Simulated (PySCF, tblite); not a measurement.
# C10H24S2Si: NMR shifts, part 2 of 2

tblite 0.8.0 and PySCF 2.14.0. Atoms count from 0. Earlier steps stand in the parts before.

## (5) NMR shifts: GIAO KT3/pcSseg-2

What the job is given:

```
{"job": {"kind": "nmr", "xc": "KT3", "basis": "pcSseg-2", "pop": false}, "charge": 0, "multiplicity": 1}
C      2.246689     2.661843    -0.649747
C      2.004702     1.173197    -0.468259
C      2.503848     0.640118     0.865825
C      2.169928    -0.821203     1.124308
S      0.366910    -1.086618     1.357620
Si    -0.222642    -2.408089    -0.239602
C      0.680986    -2.005681    -1.834551
C      0.020182    -4.208559     0.205762
S     -2.337873    -2.134095    -0.431321
C     -2.448026    -0.318836    -0.677331
C     -2.889816     0.409484     0.581120
C     -2.980410     1.924337     0.411578
C     -1.642624     2.609744     0.169245
H      3.318386     2.909681    -0.582404
H      1.885223     3.014138    -1.627740
H      1.723685     3.244935     0.125243
H      0.925333     0.960218    -0.542841
H      2.486795     0.609683    -1.286556
H      2.087109     1.250570     1.686376
H      3.601294     0.757950     0.925586
H      2.651636    -1.170601     2.049100
H      2.539641    -1.459664     0.307397
H      0.296401    -2.665279    -2.628305
H      0.523443    -0.962628    -2.143775
H      1.765341    -2.177005    -1.746965
H     -0.344765    -4.864002    -0.600849
H      1.089174    -4.419917     0.366078
H     -0.521022    -4.453387     1.131374
H     -1.474189     0.052291    -1.029981
H     -3.167773    -0.165405    -1.496664
H     -2.182540     0.168238     1.391724
H     -3.868789     0.010472     0.894087
H     -3.440983     2.344447     1.321397
H     -3.677174     2.163916    -0.411929
H     -1.752328     3.704585     0.143307
H     -0.921817     2.359888     0.963998
H     -1.188453     2.308404    -0.787581
```

With the program's defaults for keys left out, this is: GIAO KT3/pcSseg-2 NMR shielding, non-relativistic, gas phase.

Standard output:

```text
start: PBE on a coarse grid of 29002 points
cycle   1  E = -1480.3437161395  dE =  5.146e-01  |g| = 9.880e-01  |ddm| = 4.197e+00
cycle   2  E = -1479.9708121064  dE =  3.729e-01  |g| = 1.522e+00  |ddm| = 2.089e+00
cycle   3  E = -1480.5976194567  dE = -6.268e-01  |g| = 1.700e-01  |ddm| = 1.416e+00
cycle   4  E = -1480.6039019850  dE = -6.283e-03  |g| = 8.280e-02  |ddm| = 4.288e-01
cycle   5  E = -1480.6055186972  dE = -1.617e-03  |g| = 2.177e-02  |ddm| = 1.409e-01
cycle   6  E = -1480.6056253135  dE = -1.066e-04  |g| = 8.448e-03  |ddm| = 2.947e-02
final grid: 247912 points
cycle   7  E = -1496.1343831250  dE = -5.680e-02  |g| = 2.604e-01  |ddm| = 1.809e+00
cycle   8  E = -1496.1342665070  dE =  1.166e-04  |g| = 1.618e-01  |ddm| = 3.108e-01
cycle   9  E = -1496.1366604422  dE = -2.394e-03  |g| = 6.905e-02  |ddm| = 2.768e-01
cycle  10  E = -1496.1380846028  dE = -1.424e-03  |g| = 9.023e-03  |ddm| = 1.181e-01
cycle  11  E = -1496.1381046827  dE = -2.008e-05  |g| = 2.782e-03  |ddm| = 1.816e-02
cycle  12  E = -1496.1381056904  dE = -1.008e-06  |g| = 9.913e-04  |ddm| = 4.491e-03
cycle  13  E = -1496.1381059296  dE = -2.391e-07  |g| = 2.576e-04  |ddm| = 1.559e-03
cycle  14  E = -1496.1381078382  dE = -1.909e-06  |g| = 9.969e-05  |ddm| = 5.343e-04
converged SCF energy = -1496.1381078382

GIAO shielding tensors (ppm)
atom      isotropic    diamagn.    paramagn.     s11        s22        s33       span
  0 C      164.400     236.977     -72.577    153.481    156.883    182.835     29.354
  1 C      154.760     254.266     -99.506    142.060    159.235    162.986     20.926
  2 C      141.788     245.022    -103.234    128.178    138.890    158.296     30.118
  3 C      145.377     245.712    -100.336    124.477    148.528    163.125     38.647
  4 S      615.355    1069.282    -453.927    503.128    570.096    772.841    269.712
  5 Si     327.431     887.413    -559.982    305.484    315.575    361.234     55.750
  6 C      178.737     251.663     -72.926    168.017    182.952    185.243     17.226
  7 C      176.814     243.762     -66.948    167.558    175.057    187.826     20.269
  8 S      599.765    1063.600    -463.835    474.772    550.890    773.633    298.861
  9 C      148.186     253.800    -105.614    123.392    152.544    168.621     45.229
 10 C      139.728     248.379    -108.651    120.715    132.225    166.243     45.528
 11 C      152.900     233.418     -80.518    143.112    151.215    164.372     21.259
 12 C      165.265     251.109     -85.845    151.378    164.783    179.633     28.256
 13 H       30.497      25.706       4.791     26.069     28.151     37.270     11.201
 14 H       30.186      29.547       0.639     26.114     27.935     36.508     10.394
 15 H       30.660      31.161      -0.501     26.522     29.914     35.544      9.022
 16 H       29.083      44.098     -15.016     23.200     29.116     34.933     11.733
 17 H       30.365      36.218      -5.853     25.712     30.962     34.421      8.709
 18 H       30.098      34.635      -4.537     26.620     29.659     34.015      7.395
 19 H       29.645      28.151       1.494     24.441     28.656     35.838     11.397
 20 H       28.319      29.853      -1.533     21.007     27.975     35.975     14.968
 21 H       29.063      35.486      -6.423     23.943     29.853     33.394      9.450
 22 H       31.134      31.423      -0.289     27.146     28.117     38.140     10.994
 23 H       30.771      38.465      -7.694     27.524     29.554     35.236      7.711
 24 H       30.684      34.912      -4.228     26.546     29.789     35.719      9.172
 25 H       31.027      27.859       3.168     26.558     28.660     37.864     11.307
 26 H       31.024      29.699       1.326     26.781     29.552     36.739      9.958
 27 H       30.959      29.185       1.774     26.975     29.024     36.879      9.904
 28 H       28.378      43.353     -14.975     22.605     30.130     32.400      9.795
 29 H       29.081      32.623      -3.542     22.651     29.072     35.521     12.870
 30 H       29.415      38.149      -8.734     25.807     29.608     32.829      7.022
 31 H       29.601      28.839       0.762     24.335     30.126     34.342     10.007
 32 H       29.638      24.960       4.678     24.264     28.291     36.358     12.094
 33 H       30.046      26.057       3.989     25.467     28.777     35.895     10.427
 34 H       30.287      28.973       1.314     25.202     28.739     36.919     11.717
 35 H       30.501      38.256      -7.755     26.866     29.413     35.226      8.360
 36 H       30.209      38.889      -8.680     26.835     29.810     33.983      7.148
```

It took 50 s on 2 threads of Arm Neoverse V2, shared host; peak memory 1.4 GiB.

## (6) NMR shifts: GIAO PBE0/pcSseg-1 in chloroform

Settings changed since step 5:

```diff
@@ -1,2 +1,2 @@
-{"job": {"kind": "nmr", "xc": "KT3", "basis": "pcSseg-2", "pop": false}, "charge": 0, "multiplicity": 1}
+{"job": {"kind": "nmr", "xc": "PBE0", "basis": "pcSseg-1", "pop": false, "solvent": "chloroform"}, "charge": 0, "multiplicity": 1}
 C      2.246689     2.661843    -0.649747
```

Method: GIAO PBE0/pcSseg-1 NMR shielding, non-relativistic, IEF-PCM chloroform.

Standard output:

```text
start: PBE on a coarse grid of 29002 points
cycle   1  E = -1479.9897785816  dE =  5.535e-01  |g| = 9.278e-01  |ddm| = 5.406e+00
cycle   2  E = -1479.6911894700  dE =  2.986e-01  |g| = 1.397e+00  |ddm| = 2.184e+00
cycle   3  E = -1480.2212011999  dE = -5.300e-01  |g| = 1.274e-01  |ddm| = 1.404e+00
cycle   4  E = -1480.2253072106  dE = -4.106e-03  |g| = 5.117e-02  |ddm| = 2.461e-01
cycle   5  E = -1480.2258854683  dE = -5.783e-04  |g| = 1.453e-02  |ddm| = 6.379e-02
cycle   6  E = -1480.2259336725  dE = -4.820e-05  |g| = 5.230e-03  |ddm| = 1.692e-02
final grid: 247912 points
cycle   7  E = -1480.5060834801  dE = -8.446e-03  |g| = 4.142e-02  |ddm| = 3.075e-01
cycle   8  E = -1480.5059423620  dE =  1.411e-04  |g| = 4.653e-02  |ddm| = 8.513e-02
cycle   9  E = -1480.5065133328  dE = -5.710e-04  |g| = 3.530e-03  |ddm| = 4.898e-02
cycle  10  E = -1480.5065162430  dE = -2.910e-06  |g| = 1.560e-03  |ddm| = 6.478e-03
cycle  11  E = -1480.5065143873  dE =  1.856e-06  |g| = 3.800e-04  |ddm| = 2.057e-03
cycle  12  E = -1480.5065158399  dE = -1.453e-06  |g| = 9.079e-05  |ddm| = 4.811e-04
converged SCF energy = -1480.5065158399

GIAO shielding tensors (ppm)
atom      isotropic    diamagn.    paramagn.     s11        s22        s33       span
  0 C      169.094     245.144     -76.050    158.473    162.317    186.490     28.017
  1 C      160.930     251.314     -90.383    149.383    165.299    168.109     18.726
  2 C      148.216     250.760    -102.543    135.887    145.221    163.541     27.654
  3 C      151.757     253.293    -101.536    131.719    155.121    168.431     36.712
  4 S      642.059    1063.993    -421.934    518.424    606.312    801.442    283.018
  5 Si     310.936     881.957    -571.021    290.815    295.558    346.434     55.619
  6 C      182.226     258.746     -76.519    171.339    186.500    188.840     17.501
  7 C      180.179     255.160     -74.981    170.829    178.153    191.556     20.728
  8 S      627.050    1060.947    -433.898    498.180    577.735    805.233    307.053
  9 C      154.211     253.182     -98.971    131.042    157.360    174.230     43.188
 10 C      145.877     249.684    -103.807    127.470    138.395    171.766     44.296
 11 C      159.837     245.668     -85.831    151.212    157.369    170.929     19.718
 12 C      170.054     251.403     -81.350    156.416    170.559    183.186     26.770
 13 H       30.363      27.308       3.056     25.500     27.897     37.694     12.193
 14 H       30.126      29.023       1.103     25.722     27.696     36.961     11.238
 15 H       30.526      29.970       0.556     26.016     29.709     35.852      9.836
 16 H       29.351      36.876      -7.525     23.150     29.337     35.568     12.418
 17 H       30.440      34.067      -3.627     25.477     30.975     34.869      9.392
 18 H       30.188      33.362      -3.174     26.405     29.523     34.635      8.230
 19 H       29.705      30.806      -1.101     24.147     28.385     36.584     12.438
 20 H       28.381      31.537      -3.157     20.835     27.618     36.688     15.853
 21 H       29.217      34.499      -5.282     23.807     29.905     33.939     10.132
 22 H       31.028      30.424       0.603     26.556     27.763     38.763     12.207
 23 H       30.720      35.864      -5.145     27.049     29.384     35.727      8.678
 24 H       30.565      33.155      -2.591     26.176     29.275     36.243     10.067
 25 H       30.882      27.711       3.171     25.992     28.250     38.404     12.412
 26 H       30.790      29.771       1.019     25.968     29.183     37.220     11.251
 27 H       30.872      29.623       1.249     26.393     28.717     37.506     11.113
 28 H       28.619      36.034      -7.415     22.631     30.561     32.664     10.033
 29 H       29.041      32.595      -3.554     22.381     28.726     36.015     13.634
 30 H       29.613      33.640      -4.027     25.683     29.774     33.380      7.697
 31 H       29.665      31.394      -1.729     24.002     29.990     35.004     11.001
 32 H       29.713      28.168       1.546     24.031     27.967     37.143     13.112
 33 H       30.095      28.921       1.175     25.246     28.504     36.536     11.289
 34 H       30.201      29.052       1.149     24.738     28.334     37.533     12.795
 35 H       30.432      34.095      -3.663     26.553     29.244     35.500      8.947
 36 H       30.156      34.094      -3.939     26.602     29.648     34.216      7.614
```

Wall time 28 s (2 threads of Arm Neoverse V2, shared host); peak memory 1.4 GiB.

## (7) Summary of results

The summary covers parts 1 to 2.

```
                                                               quantity                             value
                                                            point group                                C1
                                   rotational constants (main isotopes)              0.51, 0.44, 0.29 GHz
13C shifts against TMS (PBE0/pcSseg-2, means over atoms taken as alike)   39.3, 32.6, 25.7, 15.7, 3.4 ppm
 1H shifts against TMS (PBE0/pcSseg-2, means over atoms taken as alike)  2.50, 1.60, 1.48, 0.93, 0.40 ppm
33S shifts against CS2 (PBE0/pcSseg-2, means over atoms taken as alike)                          -109 ppm
                                29Si shifts against TMS (PBE0/pcSseg-2)                          34.2 ppm
                               measured, and computed on the same scale              Si5 δ 24.8, 34.2 ppm
```

**Reading.** The optimisation took 31 steps and gained 0.268 eV; among the close pairs (by a distance rule), Si5–C6 changed most, from 1.910 to 1.877 Å (PBE0/def2-SVP). At PBE0/pcSseg-2: The widest tensor belongs to S4, S8: span 295 ppm, with a paramagnetic part of -451 ppm. The one measured 29Si shift is missed by +9.4 ppm (computed less measured, unscaled). Vibration, temperature and solvent are missing from the calculation, and it holds one conformer, so part of the miss against the measured shifts is not the functional's.
